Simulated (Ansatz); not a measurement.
**C₃H₇Al: how energies converge with the basis set**

The task here is to estimate one member of a computed series from the others.

Computed with Ansatz 0.2.0, Gaussian basis. Level: one geometry, several basis sets.

The runs, in order: PBE0-D4/def2-SVP; ωB97M-V/def2-SVP; PBE0-D4/def2-QZVPP; ωB97M-V/def2-QZVPP; the functionals' def2-TZVPP values are taken from earlier runs.

## The geometry

An earlier PBE0-D4 in a triple-zeta def2 set relaxation fixed the geometry.

SMILES `[CH3][Al]1[CH2][CH2]1`, 11 atoms, charge 0, spin multiplicity 1.

Atoms are counted from 1 here; the program's logs count them from 0.

Bond lengths: C1–Al2 1.943 Å, C1–H5 1.092 Å, C1–H6 1.092 Å, C1–H7 1.095 Å, Al2–C3 1.905 Å, Al2–C4 1.905 Å, C3–C4 1.592 Å, C3–H8 1.089 Å, C3–H9 1.089 Å, C4–H10 1.089 Å, C4–H11 1.089 Å. Angles: Al2–C1–H5 111.9°, Al2–C1–H6 111.7°, Al2–C1–H7 109.4°, H5–C1–H6 108.8°, H5–C1–H7 107.5°, H6–C1–H7 107.3°, C1–Al2–C3 155.2°, C1–Al2–C4 155.4°, C3–Al2–C4 49.4°, Al2–C3–C4 65.3°, Al2–C3–H8 122.7°, Al2–C3–H9 122.4°, C4–C3–H8 114.4°, C4–C3–H9 114.3°, H8–C3–H9 109.6°, Al2–C4–C3 65.3°, Al2–C4–H10 122.4°, Al2–C4–H11 122.7° and more.

Set-up of the first run:

Contents of in.yaml:

```yaml
crystal:
  periodic: [false, false, false]
  atoms:
    - {symbol: C, position_ang: [-1.177860, 1.754879, -0.695873]}
    - {symbol: Al, position_ang: [-0.132760, 0.233812, -0.088547]}
    - {symbol: C, position_ang: [0.569280, -0.977093, 1.204100]}
    - {symbol: C, position_ang: [0.985279, -1.294345, -0.299552]}
    - {symbol: H, position_ang: [-0.790885, 2.167313, -1.630006]}
    - {symbol: H, position_ang: [-1.209083, 2.548745, 0.053610]}
    - {symbol: H, position_ang: [-2.209847, 1.438030, -0.879088]}
    - {symbol: H, position_ang: [-0.035802, -1.749593, 1.676961]}
    - {symbol: H, position_ang: [1.402976, -0.716562, 1.855068]}
    - {symbol: H, position_ang: [0.610193, -2.244040, -0.678989]}
    - {symbol: H, position_ang: [2.053809, -1.218248, -0.496982]}
basis:
  gaussian: {orbitals: def2-SVP}
hamiltonian: {xc: pbe0, dispersion: d4}
output: {orbitals: {seedname: orbitals}}
```

On the command line:

```
> ansatz run in.yaml --threads 2 --pin off --events-out ev --progress --plain --max-ram 4352MiB
```

Steps of the session up to this table: PBE0-D4 in def2-SVP; ωB97M-V in def2-SVP; PBE0-D4 in def2-QZVPP; ωB97M-V in def2-QZVPP.

One table of the session follows, with a row left open; its other results are not shown here.

It belongs to the step «Density functionals: the series». 

```
functional       basis  HOMO (eV)
   PBE0-D4    def2-SVP      -5.55
   PBE0-D4  def2-TZVPP      -5.60
   PBE0-D4  def2-QZVPP      -5.61
   ωB97M-V    def2-SVP      -7.73
   ωB97M-V  def2-TZVPP      -7.78
   ωB97M-V  def2-QZVPP          ?
```

Q: Estimate the row for ωB97M-V, def2-QZVPP from the others.

**Answer.** HOMO (eV): -7.79. In the column «HOMO (eV)» it is the lowest.
